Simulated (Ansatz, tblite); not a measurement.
# Ga7P6 zinc blende off sphere (Ga7P6H20−): a ladder of methods and basis sets

One table from this session's results is given with a row withheld; the runs are named, their logs left out.

The runs use Ansatz 0.2.0, Gaussian basis; as each input shows.

Plan: GFN1-xTB, GFN2-xTB, PBE-D4/def2-TZVP, r2SCAN-D4/def2-TZVP, B3LYP-D4/def2-TZVP, r2SCANh-D4/def2-TZVP, r2SCAN0-D4/def2-TZVP, LC-ωPBE(0.10)/def2-SVP, LC-ωPBE(0.15)/def2-SVP, LC-ωPBE(0.20)/def2-SVP, LC-ωPBE(0.30)/def2-SVP, PBE-D4/def2-SVP, PBE0-D4/def2-SVP, HF/STO-3G, HF/6-31G, B3LYP-D4/6-31G, MP2/def2-SVP, RPA/def2-SVP.

### The relaxed structure

The geometry is that of the singlet, from an earlier relaxation (PBE-D4/def2-SVP).

33 atoms, charge -1, spin multiplicity 1.

Bond lengths: Ga1–P9 2.430 Å, Ga1–P10 2.401 Å, Ga1–H14 1.590 Å, Ga1–H15 1.592 Å, Ga2–P8 2.410 Å, Ga2–P11 2.410 Å, Ga2–H16 1.588 Å, Ga2–H17 1.585 Å, Ga3–P9 2.404 Å, Ga3–P12 2.404 Å, Ga3–H18 1.586 Å, Ga3–H19 1.607 Å, Ga4–P8 2.454 Å, Ga4–P9 2.354 Å, Ga4–P13 2.372 Å, Ga4–H20 1.582 Å, Ga5–P10 2.403 Å, Ga5–P13 2.439 Å and more. Angles: P9–Ga1–P10 97.7°, P9–Ga1–H14 107.9°, P9–Ga1–H15 106.8°, P10–Ga1–H14 110.6°, P10–Ga1–H15 111.0°, H14–Ga1–H15 120.2°, P8–Ga2–P11 100.9°, P8–Ga2–H16 105.6°, P8–Ga2–H17 110.6°, P11–Ga2–H16 105.5°, P11–Ga2–H17 110.5°, H16–Ga2–H17 121.7°, P9–Ga3–P12 99.1°, P9–Ga3–H18 112.0°, P9–Ga3–H19 106.9°, P12–Ga3–H18 112.0°, P12–Ga3–H19 106.9°, H18–Ga3–H19 118.1° and more.

The ion is computed in the gas phase, without counter-ions or solvent.

PBE0-D4/def2-TZVP was run before; its log isn't repeated, and its numbers join the tables.

Set-up of the first run:

Tight binding, by tblite at 300 K electronic temperature and without a spin-polarisation term:

```python
tblite.interface.Calculator('GFN1-xTB', numbers, positions, charge=-1, uhf=0).singlepoint()
```

Tight binding, by tblite at 300 K electronic temperature and without a spin-polarisation term:

```python
tblite.interface.Calculator('GFN2-xTB', numbers, positions, charge=-1, uhf=0).singlepoint()
```

start.molden holds the orbitals of an earlier run on this state, given as this run's starting guess.

Contents of in.yaml:

```yaml
crystal:
  periodic: [false, false, false]
  atoms:
    - {symbol: Ga, position_ang: [0.777692, -3.614787, 0.734432]}
    - {symbol: Ga, position_ang: [-2.842237, 2.842398, -1.715271]}
    - {symbol: Ga, position_ang: [0.665041, -0.663808, -2.294440]}
    - {symbol: Ga, position_ang: [-2.009938, -0.840582, 0.432912]}
    - {symbol: Ga, position_ang: [0.549041, -0.551000, 3.414966]}
    - {symbol: Ga, position_ang: [0.839788, 2.009919, 0.434396]}
    - {symbol: Ga, position_ang: [3.614437, -0.777271, 0.736008]}
    - {symbol: P, position_ang: [-3.106509, 0.478936, -1.322299]}
    - {symbol: P, position_ang: [-0.448692, -2.138965, -0.756996]}
    - {symbol: P, position_ang: [1.921091, -1.921796, 1.996111]}
    - {symbol: P, position_ang: [-0.478997, 3.106946, -1.321158]}
    - {symbol: P, position_ang: [2.139083, 0.449555, -0.755584]}
    - {symbol: P, position_ang: [-0.661579, 0.660571, 1.679067]}
    - {symbol: H, position_ang: [1.807295, -4.450104, -0.142958]}
    - {symbol: H, position_ang: [-0.302304, -4.363828, 1.632563]}
    - {symbol: H, position_ang: [-3.559252, 3.560171, -0.493207]}
    - {symbol: H, position_ang: [-3.198834, 3.200138, -3.217519]}
    - {symbol: H, position_ang: [1.462961, -1.460499, -3.409884]}
    - {symbol: H, position_ang: [-0.420367, 0.422122, -2.769000]}
    - {symbol: H, position_ang: [-3.172546, -1.524794, 1.258987]}
    - {symbol: H, position_ang: [-0.517506, -1.436397, 4.194019]}
    - {symbol: H, position_ang: [1.433808, 0.515065, 4.195393]}
    - {symbol: H, position_ang: [1.523292, 3.172525, 1.261084]}
    - {symbol: H, position_ang: [4.450649, -1.805888, -0.141679]}
    - {symbol: H, position_ang: [4.362572, 0.302735, 1.634890]}
    - {symbol: H, position_ang: [-2.992194, -0.212304, -2.567197]}
    - {symbol: H, position_ang: [-4.518973, 0.309551, -1.137376]}
    - {symbol: H, position_ang: [-1.298406, -2.963497, -1.567780]}
    - {symbol: H, position_ang: [2.680391, -2.681263, 2.948162]}
    - {symbol: H, position_ang: [0.212412, 2.992719, -2.565946]}
    - {symbol: H, position_ang: [-0.309364, 4.519349, -1.135936]}
    - {symbol: H, position_ang: [2.963941, 1.299837, -1.565452]}
    - {symbol: H, position_ang: [-1.565806, 1.564275, 2.326705]}
basis:
  gaussian: {orbitals: def2-TZVP, fitting: {mean_field: def2-universal-jkfit}, initial_orbitals: start.molden}
total_charge: -1
hamiltonian: {xc: pbe, dispersion: d4}
scf: {omitted_lower_state_checks: [starts]}
output: {forces: true, orbitals: {seedname: orbitals}}
```

Launch:

```bash
ansatz run in.yaml --threads 2 --pin off --events-out ev --progress --plain --max-ram 32768MiB --backend cuda --devices 0, --max-vram 18GiB
```

Among the steps run: PBE-D4/def2-TZVP; r2SCAN-D4/def2-TZVP; B3LYP-D4/def2-TZVP; r2SCANh-D4/def2-TZVP; r2SCAN0-D4/def2-TZVP; LC-ωPBE(0.10)/def2-SVP; LC-ωPBE(0.15)/def2-SVP; LC-ωPBE(0.20)/def2-SVP; LC-ωPBE(0.30)/def2-SVP; PBE-D4/def2-SVP; PBE0-D4/def2-SVP; HF/STO-3G; HF/6-31G; B3LYP-D4/6-31G; MP2/def2-SVP; RPA/def2-SVP.

One table of the session follows, with a row left open; its other results are not shown here.

```
                 level  HOMO (eV)  LUMO (eV)  gap (eV)
             HF/STO-3G      -2.10      10.28     12.38
              HF/6-31G      -6.51       4.58     11.09
       PBE-D4/def2-SVP      -3.00       1.21      4.21
      PBE-D4/def2-TZVP      -3.09       0.97      4.06
   r2SCAN-D4/def2-TZVP      -3.35       1.11      4.45
  r2SCANh-D4/def2-TZVP      -3.73       1.38      5.11
        B3LYP-D4/6-31G      -3.85       1.88      5.73
    B3LYP-D4/def2-TZVP      -3.94       1.59      5.53
      PBE0-D4/def2-SVP      -4.08       1.94      6.02
     PBE0-D4/def2-TZVP      -4.14       1.72      5.86
  r2SCAN0-D4/def2-TZVP      -4.31       1.79      6.09
LC-ωPBE(0.10)/def2-SVP          ?          ?         ?
LC-ωPBE(0.15)/def2-SVP      -4.94       3.04      7.98
LC-ωPBE(0.20)/def2-SVP      -5.38       3.38      8.76
LC-ωPBE(0.30)/def2-SVP      -6.07       3.79      9.85
```

Estimate the missing values for LC-ωPBE(0.10)/def2-SVP.

As computed: HOMO (eV): -4.40; LUMO (eV): 2.57; gap (eV): 6.97. In the column «HOMO (eV)» it lies between LC-ωPBE(0.15)/def2-SVP (-4.94) and r2SCAN0-D4/def2-TZVP (-4.31).
